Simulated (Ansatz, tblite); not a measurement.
# The cluster LiSn19H28: rung by rung

An exercise on one series of results from a longer session: the logs are not shown, and one member is left open.

Program: Ansatz 0.2.0, Gaussian basis. Level of theory: as each input shows. These are calculated values, not measurements.

Levels to be run: GFN1-xTB, GFN2-xTB, PBE-D4/def2-SVP, r2SCAN-D4/def2-SVP, B97M-V/def2-SVP, r2SCAN-D4/def2-mTZVP.

4 further runs of the same task are left out: 3 for a known fault of the program, 1 set aside as unsound or not needed.

**The geometry**

The geometry is that of the doublet, from an earlier relaxation (PBE-D4/def2-SVP).

48 atoms, charge 0, spin multiplicity 2.

Bond lengths: Li1–Sn8 2.948 Å, Li1–Sn10 2.951 Å, Li1–Sn11 3.014 Å, Li1–H32 1.830 Å, Li1–H34 1.854 Å, Li1–H36 1.849 Å, Sn2–Sn12 2.818 Å, Sn2–Sn13 2.835 Å, Sn2–H21 1.741 Å, Sn2–H22 1.738 Å, Sn3–Sn12 2.818 Å, Sn3–Sn15 2.821 Å, Sn3–H23 1.738 Å, Sn3–H24 1.738 Å, Sn4–Sn12 2.818 Å, Sn4–Sn16 2.828 Å, Sn4–H25 1.739 Å, Sn4–H26 1.741 Å and more. Angles: Sn8–Li1–Sn10 93.6°, Sn8–Li1–Sn11 87.5°, Sn8–Li1–H32 36.3°, Sn8–Li1–H34 108.6°, Sn8–Li1–H36 111.0°, Sn10–Li1–Sn11 85.2°, Sn10–Li1–H32 120.5°, Sn10–Li1–H34 36.1°, Sn10–Li1–H36 107.8°, Sn11–Li1–H32 112.1°, Sn11–Li1–H34 117.9°, Sn11–Li1–H36 34.3°, H32–Li1–H34 115.0°, H32–Li1–H36 117.7°, H34–Li1–H36 127.1°, Sn12–Sn2–Sn13 108.8°, Sn12–Sn2–H21 110.4°, Sn12–Sn2–H22 110.0° and more.

Sn takes a core potential in the def2 sets. No spin-orbit coupling is included.

PBE0-D4/def2-SVP was run before; its log isn't repeated, and its numbers join the tables.

Set-up of the first run:

Tight binding, by tblite at 300 K electronic temperature and without a spin-polarisation term:

```python
tblite.interface.Calculator('GFN1-xTB', numbers, positions, charge=0, uhf=1).singlepoint()
```

Tight binding, by tblite at 300 K electronic temperature and without a spin-polarisation term:

```python
tblite.interface.Calculator('GFN2-xTB', numbers, positions, charge=0, uhf=1).singlepoint()
```

start.molden holds the orbitals of an earlier run on this state, given as this run's starting guess.

in.yaml reads:

```yaml
crystal:
  periodic: [false, false, false]
  atoms:
    - {symbol: Li, position_ang: [2.092838, 2.048587, 3.426393]}
    - {symbol: Sn, position_ang: [-4.201007, -0.634959, -4.041528]}
    - {symbol: Sn, position_ang: [-0.542308, -0.127656, -6.766505]}
    - {symbol: Sn, position_ang: [-1.021076, -3.953323, -4.226526]}
    - {symbol: Sn, position_ang: [-1.309229, -1.318939, -0.317663]}
    - {symbol: Sn, position_ang: [2.297391, -0.964902, -3.228748]}
    - {symbol: Sn, position_ang: [-0.081549, 0.391184, 7.875341]}
    - {symbol: Sn, position_ang: [2.491851, -0.747912, 4.269616]}
    - {symbol: Sn, position_ang: [-0.871471, 2.370666, -2.922277]}
    - {symbol: Sn, position_ang: [1.959979, 1.358577, 0.560101]}
    - {symbol: Sn, position_ang: [-0.869371, 1.491288, 3.440303]}
    - {symbol: Sn, position_ang: [-2.381944, -1.986984, -5.716599]}
    - {symbol: Sn, position_ang: [-2.768278, 0.549060, -1.900865]}
    - {symbol: Sn, position_ang: [-2.054437, 0.952378, 5.948013]}
    - {symbol: Sn, position_ang: [0.916956, 1.040960, -4.654064]}
    - {symbol: Sn, position_ang: [0.392798, -2.724639, -2.107752]}
    - {symbol: Sn, position_ang: [0.479655, -0.647810, 2.037581]}
    - {symbol: Sn, position_ang: [3.857179, 0.252594, -1.212502]}
    - {symbol: Sn, position_ang: [1.743007, -1.510836, 6.894829]}
    - {symbol: Sn, position_ang: [0.540060, 3.440651, -0.730903]}
    - {symbol: H, position_ang: [-5.072059, 0.573821, -4.942559]}
    - {symbol: H, position_ang: [-5.377319, -1.752426, -3.417339]}
    - {symbol: H, position_ang: [-1.383216, 1.105039, -7.658310]}
    - {symbol: H, position_ang: [0.542005, -0.910021, -7.876758]}
    - {symbol: H, position_ang: [-2.172815, -5.087588, -3.585682]}
    - {symbol: H, position_ang: [0.055093, -4.849410, -5.260100]}
    - {symbol: H, position_ang: [-2.451954, -2.542328, 0.221246]}
    - {symbol: H, position_ang: [3.344836, -1.815394, -4.335007]}
    - {symbol: H, position_ang: [-0.812634, -0.131740, 9.361039]}
    - {symbol: H, position_ang: [0.781475, 1.858503, 8.217603]}
    - {symbol: H, position_ang: [4.069505, -1.391832, 3.878282]}
    - {symbol: H, position_ang: [3.001417, 0.976717, 4.598317]}
    - {symbol: H, position_ang: [-1.637697, 3.673317, -3.793915]}
    - {symbol: H, position_ang: [2.920955, 2.296161, 1.785835]}
    - {symbol: H, position_ang: [-1.865858, 2.572701, 2.508128]}
    - {symbol: H, position_ang: [0.425442, 2.663714, 3.938114]}
    - {symbol: H, position_ang: [-3.248936, -2.738199, -7.030400]}
    - {symbol: H, position_ang: [-3.868226, 1.457438, -0.892821]}
    - {symbol: H, position_ang: [-3.076310, -0.440260, 5.765658]}
    - {symbol: H, position_ang: [-3.068881, 2.262248, 6.471929]}
    - {symbol: H, position_ang: [2.055622, 2.199230, -5.290232]}
    - {symbol: H, position_ang: [1.277798, -3.959624, -1.246540]}
    - {symbol: H, position_ang: [4.831064, -0.908196, -0.361546]}
    - {symbol: H, position_ang: [4.925502, 1.462042, -1.857366]}
    - {symbol: H, position_ang: [0.967279, -3.061533, 6.821260]}
    - {symbol: H, position_ang: [3.105522, -1.673902, 7.962691]}
    - {symbol: H, position_ang: [-0.548882, 4.168937, 0.411959]}
    - {symbol: H, position_ang: [1.661427, 4.680699, -1.211831]}
basis:
  gaussian: {orbitals: def2-SVP, fitting: {mean_field: def2-universal-jkfit}, initial_orbitals: start.molden}
magnetization: {spin_polarized: true, initial_magnetization: 1}
hamiltonian: {xc: pbe, dispersion: d4}
scf: {omitted_lower_state_checks: [starts]}
output: {forces: true, orbitals: {seedname: orbitals}}
```

Started as:

```console
$ ansatz run in.yaml --threads 4 --pin off --events-out ev --progress --plain --max-ram 46080MiB --backend cuda --devices 0, --max-vram 37GiB
```

Steps of the session up to this table: PBE-D4/def2-SVP; r2SCAN-D4/def2-SVP; B97M-V/def2-SVP; r2SCAN-D4/def2-mTZVP.

One table of the session follows, with a row left open; its other results are not shown here.

It belongs to the step «Binding energy». 

```
               level  binding an atom (eV)
     PBE-D4/def2-SVP                 2.414
  r2SCAN-D4/def2-SVP                 2.413
r2SCAN-D4/def2-mTZVP                 2.385
     B97M-V/def2-SVP                 2.491
    PBE0-D4/def2-SVP                     ?
```

Estimate the missing values for PBE0-D4/def2-SVP.

The run gave: binding an atom (eV): 2.404. In the column «binding an atom (eV)» it lies between r2SCAN-D4/def2-mTZVP (2.385) and r2SCAN-D4/def2-SVP (2.413).

Limits of these values: Free atoms were run apart at each level; binding is atoms less cluster, divided by the number of atoms, without zero-point or spin-orbit terms.
